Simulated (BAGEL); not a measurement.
# C2H5AlS (SMILES C=C[S][AlH2]) at HF/cc-pVDZ (density fitting with qzvpp-jkfit)

Aim: the energy change on altering one bond length of C2H5AlS at HF/cc-pVDZ (density fitting with qzvpp-jkfit), from 2 runs. 

Program for the calculation: BAGEL 1.2.2.

## 1. The molecule

The species is C2H5AlS (9 atoms), meant as a singlet with charge 0. SMILES: `C=C[S][AlH2]`. The shape comes from GFN2-xTB, which is rough for such elements, and wasn't checked as a minimum. This is one conformer, not always the lowest.

Bond lengths: C1–C2 1.328 Å, C2–S3 1.786 Å, S3–Al4 2.197 Å, C1–H5 1.078 Å, C1–H6 1.081 Å, C2–H7 1.081 Å, Al4–H8 1.535 Å, Al4–H9 1.537 Å. Angles: C1–C2–S3 124.0°, C2–S3–Al4 81.9°, C1–C2–H7 122.1°, S3–C2–H7 113.7°, C2–C1–H5 121.1°, C2–C1–H6 121.7°, S3–Al4–H8 124.1°, S3–Al4–H9 116.7°, H5–C1–H6 117.2°, H8–Al4–H9 119.2°.

## 2. A single-point energy at HF/cc-pVDZ (density fitting with qzvpp-jkfit)

job.json

```json
{ "bagel": [

{
  "title": "molecule",
  "basis": "cc-pvdz.json",
  "df_basis": "qzvpp-jkfit",
  "angstrom": "true",
  "geometry": [
    { "atom": "C", "xyz": [      -0.516030,       1.132670,       0.559000 ] },
    { "atom": "C", "xyz": [       0.745170,       0.779020,       0.341030 ] },
    { "atom": "S", "xyz": [       1.437720,      -0.795770,       0.820380 ] },
    { "atom": "Al", "xyz": [      -0.031090,      -1.535760,      -0.636000 ] },
    { "atom": "H", "xyz": [      -0.871430,       2.115590,       0.295890 ] },
    { "atom": "H", "xyz": [      -1.211430,       0.473780,       1.059710 ] },
    { "atom": "H", "xyz": [       1.468660,       1.462100,      -0.080960 ] },
    { "atom": "H", "xyz": [      -1.540960,      -1.613220,      -0.371210 ] },
    { "atom": "H", "xyz": [       0.519400,      -2.018410,      -1.987840 ] }
  ]
},

{
  "title": "hf",
  "charge": 0
},

{
  "title": "print",
  "file": "orbitals.molden",
  "orbitals": "true"
}

]}
```

The basis set cc-pVDZ is read from a file made from the Basis Set Exchange's data (not shown).

Command:

```console
$ BAGEL_NUM_THREADS=1 BAGEL job.json > job.out
```

The log of the run:

```text
* using 1 threads per process

  ===============================================================
  ===============================================================

  *** Geometry ***

  { "atom" : "C", "xyz" : [     -0.975155,      2.140436,      1.056357 ] },
  { "atom" : "C", "xyz" : [      1.408167,      1.472134,      0.644453 ] },
  { "atom" : "S", "xyz" : [      2.716897,     -1.503787,      1.550294 ] },
  { "atom" : "Al", "xyz" : [     -0.058752,     -2.902166,     -1.201866 ] },
  { "atom" : "H", "xyz" : [     -1.646764,      3.997886,      0.559151 ] },
  { "atom" : "H", "xyz" : [     -2.289271,      0.895314,      2.002562 ] },
  { "atom" : "H", "xyz" : [      2.775365,      2.762969,     -0.152992 ] },
  { "atom" : "H", "xyz" : [     -2.911992,     -3.048544,     -0.701485 ] },
  { "atom" : "H", "xyz" : [      0.981524,     -3.814242,     -3.756473 ] },

  Number of auxiliary basis functions:      496

  Since a DF basis is specified, we compute 2- and 3-index integrals:
    o Being stored without compression. Storage requirement is 0.031 GB

  Number of basis functions:       89
  Number of electrons      :       46

    * METHOD: MOLECULE                             0.22

  *** RHF ***

  === Nuclear Repulsion ===
   188.5558850690

      * DIIS with orbital gradients will be used.

  === RHF iteration (cc-pvdz.json) ===
      0       -717.98867200          0.01096613           0.06
      1       -718.07348446          0.00487088           0.06
      2       -718.08715818          0.00136280           0.06
      3       -718.08897146          0.00024594           0.06
      4       -718.08904763          0.00010374           0.06
      5       -718.08906889          0.00004511           0.06
      6       -718.08907155          0.00001415           0.06
      7       -718.08907178          0.00000464           0.06
      8       -718.08907181          0.00000132           0.06
      9       -718.08907181          0.00000048           0.06
     10       -718.08907181          0.00000016           0.06
     11       -718.08907181          0.00000006           0.06
     12       -718.08907181          0.00000002           0.06
     13       -718.08907181          0.00000001           0.06
    * SCF iteration converged.

    * Permanent dipole moment:
           (    0.430415,    -0.480361,     0.128147) a.u.

    * METHOD: HF                                   0.98

    * METHOD: PRINT                                0.01

  ===============================================================
```

Wall time 1.4 s (1 thread of Arm Neoverse V2, shared host); peak memory 0.13 GiB.

## 3. The distorted shape, same level

input.json

```json
{ "bagel" : [

{
  "title" : "molecule",
  "basis" : "cc-pvdz.json",
  "df_basis" : "qzvpp-jkfit",
  "angstrom" : true,
  "geometry" : [
    { "atom" : "C", "xyz" : [   -0.619927,    1.368923,    0.487087 ] },
    { "atom" : "C", "xyz" : [    0.641273,    1.015273,    0.269117 ] },
    { "atom" : "S", "xyz" : [    1.437720,   -0.795770,    0.820380 ] },
    { "atom" : "Al", "xyz" : [   -0.031090,   -1.535760,   -0.636000 ] },
    { "atom" : "H", "xyz" : [   -0.975327,    2.351843,    0.223977 ] },
    { "atom" : "H", "xyz" : [   -1.315327,    0.710033,    0.987797 ] },
    { "atom" : "H", "xyz" : [    1.364763,    1.698353,   -0.152873 ] },
    { "atom" : "H", "xyz" : [   -1.540960,   -1.613220,   -0.371210 ] },
    { "atom" : "H", "xyz" : [    0.519400,   -2.018410,   -1.987840 ] }
  ]
},
{
  "title" : "hf"
},
{
  "title" : "print",
  "file" : "orbitals.molden",
  "orbitals" : true
}

]}
```

The basis set cc-pVDZ is read from a file made from the Basis Set Exchange's data (not shown).

Command:

```console
$ BAGEL_NUM_THREADS=1 BAGEL input.json > input.out
```

The log of the run:

```text
* using 1 threads per process

  ===============================================================
  ===============================================================

  *** Geometry ***

  { "atom" : "C", "xyz" : [     -1.171492,      2.586890,      0.920461 ] },
  { "atom" : "C", "xyz" : [      1.211830,      1.918588,      0.508557 ] },
  { "atom" : "S", "xyz" : [      2.716897,     -1.503787,      1.550294 ] },
  { "atom" : "Al", "xyz" : [     -0.058752,     -2.902166,     -1.201866 ] },
  { "atom" : "H", "xyz" : [     -1.843101,      4.444339,      0.423255 ] },
  { "atom" : "H", "xyz" : [     -2.485608,      1.341768,      1.866666 ] },
  { "atom" : "H", "xyz" : [      2.579028,      3.209422,     -0.288888 ] },
  { "atom" : "H", "xyz" : [     -2.911992,     -3.048544,     -0.701485 ] },
  { "atom" : "H", "xyz" : [      0.981524,     -3.814242,     -3.756473 ] },

  Number of auxiliary basis functions:      496

  Since a DF basis is specified, we compute 2- and 3-index integrals:
    o Being stored without compression. Storage requirement is 0.031 GB

  Number of basis functions:       89
  Number of electrons      :       46

    * METHOD: MOLECULE                             0.22

  *** RHF ***

  === Nuclear Repulsion ===
   180.3872085125

      * DIIS with orbital gradients will be used.

  === RHF iteration (cc-pvdz.json) ===
      0       -717.98172616          0.01025425           0.06
      1       -718.06077290          0.00408632           0.06
      2       -718.07104087          0.00135007           0.06
      3       -718.07264010          0.00028644           0.06
      4       -718.07271236          0.00010620           0.06
      5       -718.07273262          0.00004791           0.06
      6       -718.07273555          0.00001613           0.06
      7       -718.07273592          0.00000412           0.06
      8       -718.07273594          0.00000095           0.06
      9       -718.07273594          0.00000046           0.06
     10       -718.07273595          0.00000020           0.06
     11       -718.07273595          0.00000009           0.06
     12       -718.07273595          0.00000004           0.06
     13       -718.07273595          0.00000002           0.06
     14       -718.07273595          0.00000001           0.06
    * SCF iteration converged.

    * Permanent dipole moment:
           (    0.521184,    -0.558626,     0.163685) a.u.

    * METHOD: HF                                   1.04

    * METHOD: PRINT                                0.01

  ===============================================================
```

Run time: 1.4 s. Hardware: 1 thread of Arm Neoverse V2, shared host; peak memory 0.13 GiB.

## 4. Summary of results

Level: HF/cc-pVDZ (density fitting with qzvpp-jkfit).

| quantity | value |
| --- | --- |
| first shape: total energy | -718.08907 Eh |
| first shape: dipole moment | 1.67 D |
| first shape: HOMO energy | -9.24 eV |
| first shape: LUMO energy | 1.62 eV |
| first shape: HOMO–LUMO gap | 10.86 eV |
| distorted shape: total energy | -718.07274 Eh |
| distorted shape: dipole moment | 1.99 D |
| distorted shape: HOMO energy | -9.53 eV |
| distorted shape: LUMO energy | 1.54 eV |
| distorted shape: HOMO–LUMO gap | 11.07 eV |
| energy change with the C2–S3 bond stretched from 1.786 to 2.054 Å | 0.445 eV |

In words: With the C2–S3 bond stretched from 1.786 to 2.054 Å the energy rises by 0.44 eV (42.9 kJ/mol). The first shape isn't relaxed at this level, so the change isn't measured from a minimum.
